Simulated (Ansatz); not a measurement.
# SnTeO: the cost of one run

Computed with Ansatz 0.2.0 (DFT PBE, scalar-relativistic, plane waves, PAW, unless a step's input says otherwise).

## Step 1: The structure to begin with

The structure is hexagonal, space group P-6m2 (No. 187). Conventional cell: a = 4.915 Å, b = 4.915 Å, c = 3.233 Å, α = 90.00°, β = 90.00°, γ = 120.00°. Sn (site symmetry -6m2) has 3 Te at 2.84 Å and 2 Sn at 3.23 Å and 6 O at 3.27 Å as nearest neighbours. Te (site symmetry -6m2) has 3 Sn at 2.84 Å and 2 Te at 3.23 Å as nearest neighbours. O (site symmetry -6m2) is surrounded by 2 O at 3.23 Å and 6 Sn at 3.27 Å and 6 Te at 3.27 Å.

As a file:

```xyz
3
Lattice="4.9148 0.0000 0.0000 -2.4574 4.2564 0.0000 0.0000 0.0000 3.2331" Properties=species:S:1:pos:R:3 pbc="T T T"
Sn    0.0000    0.0000    0.0000
Te    2.4574    1.4188    0.0000
O     0.0000    2.8376    1.6165
```

The cell is invented: species swapped into a database cell of LiInPt (P-6m2, No. 187), with Sn on the Li sites, O on the In sites and Te on the Pt sites. The dimensions are guesses.

## Step 2: A first look at the guess

Contents of input.yaml:

```yaml
crystal:
  lattice:
    - [4.91484853, 0.0, 0.0]
    - [-2.45742426, 4.25638368, 0.0]
    - [0.0, 0.0, 3.23307439]
  atoms:
    - { symbol: Sn, position: [0.0, 0.0, 0.0] }
    - { symbol: Te, position: [0.66666667, 0.33333333, 0.0] }
    - { symbol: O, position: [0.33333333, 0.66666667, 0.5] }
basis:
  ecutwfc: 420
kpoints:
  mp_grid: { grid: [6, 6, 6] }
hamiltonian:
  xc: pbe
scf:
  occupations: { method: gaussian, width: 0.1 }
  lower_state_search: "off"
output:
  forces: true
  stress: true
  eigenvalues: true
```

On the command line:

```
$ ansatz run input.yaml --threads 1 --pin off --max-ram 2560MiB --backend cpu --events-out ev --progress --plain --runs-dir out
```

Q: Estimate wall time and peak memory on 1 thread of Intel Xeon at 2.70GHz, shared host.

About 4 s, with a peak of 0.39 GiB.
